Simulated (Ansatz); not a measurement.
# Cu (Copper): the cost of one run

Computed with Ansatz 0.2.0 (DFT LDA, frozen-core PAW, scalar-relativistic unless said, unless a step's input says otherwise).

### Step 1. Starting point

The structure is cubic, space group Fm-3m (No. 225). Conventional cell: a = 3.615 Å, b = 3.615 Å, c = 3.615 Å, α = 90.00°, β = 90.00°, γ = 90.00°. Cu (site symmetry m-3m) has 12 Cu at 2.56 Å as nearest neighbours.

As a file:

```
CELL_PARAMETERS angstrom
0.00000 1.80750 1.80750
1.80750 0.00000 1.80750
1.80750 1.80750 0.00000
ATOMIC_POSITIONS crystal
Cu 0.00000 0.00000 0.00000
```

Cartesian axes are those of the input's lattice vectors. The structure goes back to a database entry.

### Step 2. Cell and atoms relaxed, PAW

input.yaml reads:

```yaml
crystal:
  lattice:
    - [0.0, 1.8075, 1.8075]
    - [1.8075, 0.0, 1.8075]
    - [1.8075, 1.8075, 0.0]
  atoms:
    - { symbol: Cu, position: [0.0, 0.0, 0.0] }
kpoints:
  mp_grid: { grid: [26, 26, 26] }
scf:
  occupations: { method: fermi_dirac, width: 0.1 }
hamiltonian:
  xc: lda
  pseudopotentials: { kind: paw }
relax:
  f_tol: 0.002
  max_steps: 80
  cell: {}
output:
  forces: true
  stress: true
```

Command:

```console
$ ansatz run input.yaml --threads 1 --pin off --max-ram 3072MiB --backend cpu --events-out ev --progress --plain --runs-dir out
```

What time and memory should one allow on 1 thread of Intel Xeon Platinum 8488C (Sapphire Rapids), shared host?

About 18 s, with a peak of 0.42 GiB.
